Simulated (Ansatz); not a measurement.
# CH4ClSSi: rigid scan of one bond length

How does the energy of CH4ClSSi change as one bond is stretched? The task is a rigid scan of one bond length, for CH4ClSSi. SMILES: C[Si](S)Cl.

Computed with Ansatz 0.2.0 through its Python package. Level of theory: PBE/6-31G*.

**1. The system**

Bond lengths: C1–Si2 1.783 Å, Si2–S3 2.120 Å, Si2–Cl4 1.989 Å, C1–H5 1.150 Å, C1–H6 1.121 Å, C1–H7 1.116 Å, S3–H8 1.318 Å. Angles: C1–Si2–S3 108.1°, C1–Si2–Cl4 111.6°, S3–Si2–Cl4 106.7°, Si2–C1–H5 112.2°, Si2–C1–H6 115.2°, Si2–C1–H7 114.6°, H5–C1–H6 103.2°, H5–C1–H7 105.0°, H6–C1–H7 105.5°, Si2–S3–H8 98.2°.

No structure file is read: the coordinates are typed or built in the script.

**2. The code**

Contents of scan_ch4clssi.py:

```python
import ansatz as az
import matplotlib.pyplot as plt
import numpy as np

GEOMETRY = '''
C    -0.37940    1.07480   -0.38070
Si    0.44140   -0.50370   -0.49140
S     1.40300   -0.87650    1.36100
Cl   -0.85680   -1.98440   -0.77070
H    -0.96270    1.32900   -1.33910
H    -1.15920    1.15140    0.42080
H     0.30240    1.94300   -0.21780
H     1.30350   -2.19080    1.36210
'''


def main() -> None:
    molecule = az.Crystal.molecule()
    for line in GEOMETRY.strip().splitlines():
        symbol, *xyz = line.split()
        molecule = molecule.atom(symbol, [float(v) for v in xyz])

    symbols = [site.symbol for site in molecule.cartesian_sites]
    start = np.array([site.position_ang for site in molecule.cartesian_sites])
    axis = (start[0] - start[1]) / np.linalg.norm(start[0] - start[1])
    moving = [0, 4, 5, 6]
    lengths, energies = [1.569, 1.64, 1.711, 1.783, 1.854, 1.925, 1.997, 2.103], []
    for length in lengths:
        xyz = start.copy()
        xyz[moving] += (length - np.linalg.norm(start[0] - start[1])) * axis
        point = az.Crystal.molecule()
        for symbol, place in zip(symbols, xyz):
            point = point.atom(symbol, place.tolist())
        calc = point.calculation()
        calc = calc.basis(gaussian='6-31G*')
        calc = calc.functional('pbe')
        calc = calc.spin('collinear', total=1)
        data = calc.run(threads=1).report
        energies.append(data['free_energy_ev'])
        print(f'r = {length:6.3f} A  E = {energies[-1]:.5f} eV  <S^2> = {abs(data["mean_field"]["state"]["spin_squared"]):.3f}')

    fit = np.polynomial.Polynomial.fit(lengths, np.array(energies) - min(energies), 4).convert()
    roots = [r.real for r in fit.deriv().roots() if abs(r.imag) < 1e-9 and fit.deriv(2)(r.real) > 0]
    r_e = min(roots, key=lambda r: abs(r - lengths[int(np.argmin(energies))]))
    print(f'minimum of the fit at {r_e:.4f} A, force constant {fit.deriv(2)(r_e):.2f} eV/A^2')
    plt.figure(figsize=(4.5, 3))
    plt.plot(lengths, np.array(energies) - min(energies), 'o-')
    plt.xlabel('bond length (A)')
    plt.ylabel('E - E(min) (eV)')
    plt.tight_layout()
    plt.savefig('scan.png', dpi=100)


if __name__ == '__main__':
    main()
```

**3. What the engine is handed**

The engine receives this input (first run):

```yaml
crystal:
  periodic: [false, false, false]
  atoms:
    - { symbol: C, position_ang: [-0.28105145525337427, 0.8856635747044971, -0.3939641129428015] }
    - { symbol: Si, position_ang: [0.4414, -0.5037, -0.4914] }
    - { symbol: S, position_ang: [1.403, -0.8765, 1.361] }
    - { symbol: Cl, position_ang: [-0.8568, -1.9844, -0.7707] }
    - { symbol: H, position_ang: [-0.8643514552533742, 1.1398635747044972, -1.3523641129428015] }
    - { symbol: H, position_ang: [-1.0608514552533743, 0.9622635747044971, 0.4075358870571985] }
    - { symbol: H, position_ang: [0.40074854474662575, 1.7538635747044973, -0.2310641129428015] }
    - { symbol: H, position_ang: [1.3035, -2.1908, 1.3621] }
basis:
  gaussian:
    orbitals: "6-31G*"
hamiltonian:
  xc: pbe
magnetization:
  spin_polarized: true
  initial_magnetization: 1.0
```

**4. The run**

The run is started by

```console
> python scan_ch4clssi.py
```

**Question.** What results will this script give? Wanted: range of energy; lowest point, distance.

The runs gave:

| quantity | value |
| --- | --- |
| bond length at the fit's minimum | 1.8833 Å |
| runs compared | 8 |
| range of energy | 1.403 eV |
| lowest point, distance (Å) | 1.85 |

In words: The curve has its lowest point inside the range, at 1.85. The ends stand 1.4 and 0.285 eV above it. The distance scanned is the script's pair 1, 0. What to keep in mind:
- The rest of the molecule is held rigid at a force-field or estimated start geometry, and the basis set is modest; single-reference methods fail as a bond breaks.
- The species is open-shell (spin multiplicity 2).
